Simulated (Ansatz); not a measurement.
Here is an Ansatz 0.2.0 calculation.

input.yaml

```yaml
crystal:
  lattice:
    - [3.23023, -5.57768, -0.0247]
    - [3.23023, 5.57768, -0.0247]
    - [-1.49068, 0.0, 6.3203]
  atoms:
    - { symbol: Hf, position: [0.10178, 0.10178, 0.00912] }
    - { symbol: In, position: [0.79222, 0.48204, 0.00818] }
    - { symbol: In, position: [0.48204, 0.79222, 0.00818] }
    - { symbol: In, position: [0.54472, 0.21983, 0.48398] }
    - { symbol: In, position: [0.21983, 0.54472, 0.48398] }
    - { symbol: Si, position: [0.85433, 0.85433, 0.44523] }
    - { symbol: O, position: [0.835, 0.58822, 0.38104] }
    - { symbol: O, position: [0.58822, 0.835, 0.38104] }
    - { symbol: O, position: [0.02899, 0.02899, 0.295] }
    - { symbol: O, position: [0.9792, 0.9792, 0.69555] }
    - { symbol: O, position: [0.42852, 0.14514, 0.07435] }
    - { symbol: O, position: [0.14514, 0.42852, 0.07435] }
hamiltonian:
  xc: pbe
  pseudopotentials: { kind: nc, accuracy: standard }
kpoints:
  mp_grid: { grid: [5, 5, 4] }
scf:
  occupations: { method: fermi_dirac, width: 0.05 }
output:
  forces: true
  stress: true
  eigenvalues: true
```

Potentials or basis: PseudoDojo standard (PBE files).

Launch:

```bash
$ ansatz run input.yaml --threads 8 --pin off --max-ram 20480MiB --backend cpu --events-out ev --progress --plain --runs-dir out
```

(1) Predict the largest force.

(2) Predict the band gap on the k mesh.

(3) Predict the pressure.

Answers

(1) 0.155 eV/Å.

(2) 0.64 eV, indirect (least direct gap 0.89 eV).

(3) -0.4 GPa.

Caveat: odd divisions of the mesh miss points on the zone boundary, where band edges often lie, so the gap on the mesh can be too wide; spin-orbit coupling is left out, which moves the levels of the heavy elements.
